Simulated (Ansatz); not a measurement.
# GaSb2: the cost of one run

Method: DFT PBE, scalar-relativistic, plane waves, PAW, in Ansatz 0.2.0.

### Step 1. The starting structure

It takes space group P4/nmm (No. 129, tetragonal). Conventional cell: a = 4.103 Å, b = 4.103 Å, c = 8.611 Å, α = 90.00°, β = 90.00°, γ = 90.00°. Ga (site symmetry 4mm) has 9 Sb at 2.98 to 3.17 Å as nearest neighbours. Sb (site symmetry -4m2) is surrounded by 4 Sb at 2.90 Å and 4 Ga at 3.17 Å. Around Sb (site symmetry 4mm) lie 5 Ga at 2.98 to 3.10 Å.

As a file:

```cif
data_structure
_symmetry_space_group_name_H-M 'P 1'
_symmetry_Int_Tables_number 1
_cell_length_a 4.1031
_cell_length_b 4.1031
_cell_length_c 8.6108
_cell_angle_alpha 90.000
_cell_angle_beta 90.000
_cell_angle_gamma 90.000
_cell_volume 144.96
loop_
_atom_site_label
_atom_site_type_symbol
_atom_site_fract_x
_atom_site_fract_y
_atom_site_fract_z
_atom_site_occupancy
Ga1 Ga 0.50000 0.00000 0.28000 1
Ga2 Ga 0.00000 0.50000 0.72000 1
Sb1 Sb 0.00000 0.00000 0.00000 1
Sb2 Sb 0.50000 0.50000 0.00000 1
Sb3 Sb 0.50000 0.00000 0.64000 1
Sb4 Sb 0.00000 0.50000 0.36000 1
```

This is candidate A: ThAs2 type (P4/nmm, No. 129).

(A quick probe on a coarse mesh, which set the mesh and smearing, is not shown.)

### Step 3. A loose first relaxation (candidate A)

input.yaml reads:

```yaml
crystal:
  lattice:
    - [4.1030605406, 0.0, 0.0]
    - [0.0, 4.1030605406, 0.0]
    - [0.0, 0.0, 8.6108037533]
  atoms:
    - { symbol: Ga, position: [0.5, 0.0, 0.28] }
    - { symbol: Ga, position: [0.0, 0.5, 0.72] }
    - { symbol: Sb, position: [0.0, 0.0, 0.0] }
    - { symbol: Sb, position: [0.5, 0.5, 0.0] }
    - { symbol: Sb, position: [0.5, 0.0, 0.64] }
    - { symbol: Sb, position: [0.0, 0.5, 0.36] }
basis:
  ecutwfc: 420
kpoints:
  mp_grid: { grid: [4, 4, 2] }
hamiltonian:
  xc: pbe
scf:
  occupations: { method: gaussian, width: 0.1 }
  lower_state_search: "off"
output:
  forces: true
  stress: true
  eigenvalues: true
relax:
  adjacent_minimum: "off"
  f_tol: 0.04
  max_steps: 70
  cell: { stress_tol: 0.4 }
```

Launch:

```bash
> ansatz run input.yaml --threads 1 --pin off --max-ram 2560MiB --backend cpu --events-out ev --progress --plain --runs-dir out
```

What time and memory should one allow on 1 thread of Intel Xeon 6975P-C (Granite Rapids), shared host?

About 33 s, with a peak of 0.49 GiB.
